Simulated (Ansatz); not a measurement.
# BH₄NSn: a ladder of functionals and wavefunction methods

How much do the methods differ for BH₄NSn? The plan is to run it at one geometry with functionals of several rungs and with coupled cluster, and see how far each lands from CCSD(T) at the basis-set limit for the atomisation energy.

The runs use Ansatz 0.2.0, Gaussian basis; functionals in def2-TZVPP, the program's frozen cores in correlated methods.

The runs, in order: LDA (SPW92), PBE-D4, revPBE-D4, BLYP-D4, r2SCAN-D4, B97M-V, PBE0-D4, B3LYP-D4, r2SCANh-D4, r2SCAN0-D4, HSE06-D4, BHLYP-D4, CAM-B3LYP-D4, LC-ωPBE, ωB97X-V, ωB97M-V, B2PLYP, PBE-QIDH; CCSD(T)/def2-SVP; CCSD(T)/def2-TZVPP; MP2/def2-QZVPP; extrapolation to the limit; RPA on PBE.

1 further run of the same task is left out (for a known fault of the program).

## 1. The relaxed structure

The geometry comes from an earlier relaxation with PBE0-D4 in a triple-zeta def2 set; it is a stationary point, not always the lowest conformer. Sn takes the def2 core potential; no spin-orbit term is included.

SMILES `[BH]1[NH][SnH2]1`, 7 atoms, charge 0, spin multiplicity 1.

Atoms are counted from 1 here; the program's logs count them from 0.

Bond lengths: B1–N2 1.332 Å, B1–Sn3 2.246 Å, B1–H4 1.187 Å, N2–Sn3 2.173 Å, N2–H5 1.008 Å, Sn3–H6 1.717 Å, Sn3–H7 1.717 Å. Angles: N2–B1–Sn3 69.5°, N2–B1–H4 146.2°, Sn3–B1–H4 144.2°, B1–N2–Sn3 75.4°, B1–N2–H5 135.7°, Sn3–N2–H5 148.9°, B1–Sn3–N2 35.0°, B1–Sn3–H6 121.2°, B1–Sn3–H7 121.2°, N2–Sn3–H6 104.3°, N2–Sn3–H7 104.3°, H6–Sn3–H7 105.9°.

## 2. LDA

This LDA is Slater exchange with PW92 correlation.

Contents of in.yaml:

```yaml
crystal:
  periodic: [false, false, false]
  atoms:
    - {symbol: B, position_ang: [-1.000840, -0.723169, -0.314780]}
    - {symbol: N, position_ang: [-0.249542, 0.182344, -0.939251]}
    - {symbol: Sn, position_ang: [0.612959, 0.035023, 1.050286]}
    - {symbol: H, position_ang: [-1.924642, -1.464561, -0.395575]}
    - {symbol: H, position_ang: [-0.234540, 0.597739, -1.857867]}
    - {symbol: H, position_ang: [0.593128, 1.647347, 1.641580]}
    - {symbol: H, position_ang: [2.264777, -0.342623, 0.770007]}
basis:
  gaussian: {orbitals: def2-TZVPP}
hamiltonian: {xc: lda}
output: {orbitals: {seedname: orbitals}}
```

Run with:

```bash
ansatz run in.yaml --threads 2 --pin off --events-out ev --progress --plain --max-ram 4352MiB
```

Further steps of the session: PBE-D4 (GGA); revPBE-D4 (GGA); BLYP-D4 (GGA); r2SCAN-D4 (meta-GGA); B97M-V (meta-GGA); PBE0-D4 (hybrid); B3LYP-D4 (hybrid); r2SCANh-D4 (hybrid); r2SCAN0-D4 (hybrid); HSE06-D4 (hybrid); BHLYP-D4 (hybrid); CAM-B3LYP-D4 (range-separated); LC-ωPBE (range-separated); ωB97X-V (range-separated); ωB97M-V (range-separated); B2PLYP (double hybrid); PBE-QIDH (double hybrid); CCSD(T) in def2-SVP; CCSD(T) in def2-TZVPP; MP2 in def2-QZVPP; RPA on PBE orbitals.

Q: Predict the results of all the runs planned. Wanted: atomisation energy, CCSD(T)/CBS; farthest beyond LDA; mean size of error, GGA; mean size of error, meta-GGA; mean size of error, hybrid; mean size of error, range-separated; mean size of error, double hybrid; gap, smallest and largest; T1 diagnostic.

As calculated:

```
                               quantity                                                                                                   value
        atomisation energy, CCSD(T)/CBS                                                                                          499.7 kcal/mol
functionals within 5.0 kcal/mol (1.0 %)  revPBE-D4, BLYP-D4, r2SCAN-D4, PBE0-D4, B3LYP-D4, r2SCANh-D4, HSE06-D4, CAM-B3LYP-D4, ωB97X-V, ωB97M-V
                    farthest beyond LDA                                                                               BHLYP-D4 (-16.1 kcal/mol)
                mean size of error, GGA                                                                                            6.0 kcal/mol
           mean size of error, meta-GGA                                                                                            4.2 kcal/mol
             mean size of error, hybrid                                                                                            5.8 kcal/mol
    mean size of error, range-separated                                                                                            2.8 kcal/mol
      mean size of error, double hybrid                                                                                            7.1 kcal/mol
              gap, smallest and largest                                                                    3.58 eV (BLYP-D4), 9.64 eV (LC-ωPBE)
                          T1 diagnostic                                                                                                  0.0162
triples share of the correlation energy                                                                                                   3.8 %
```

**Reading.** LDA overbinds by 79.7 kcal/mol (16 %). PBE-D4 is off by +10.6 kcal/mol. Double hybrids carry the basis error of their MP2 part in triple zeta, and no dispersion term here, so their miss is partly the set-up's. The rungs range-separated, meta-GGA miss on average by less than the doubt on the reference (5.0 kcal/mol), so they tie. The reference freezes the cores and leaves out spin-orbit coupling and excitations past (T), and its outer-core shells are covered unevenly, so misses under about 5.0 kcal/mol can't be ranked. All levels share the lack of spin-orbit coupling, which lowers the free heavy atoms and so the true binding. Hartree-Fock recovers 67 % of the binding; the rest is correlation. CCSD(T) in def2-SVP is off by -37.2 kcal/mol, so the small basis spoils what the method gains. Orbital gaps span 3.6 to 9.6 eV; exact exchange widens them. Correlated methods include outer-core shells of Sn, which these sets cover unevenly.
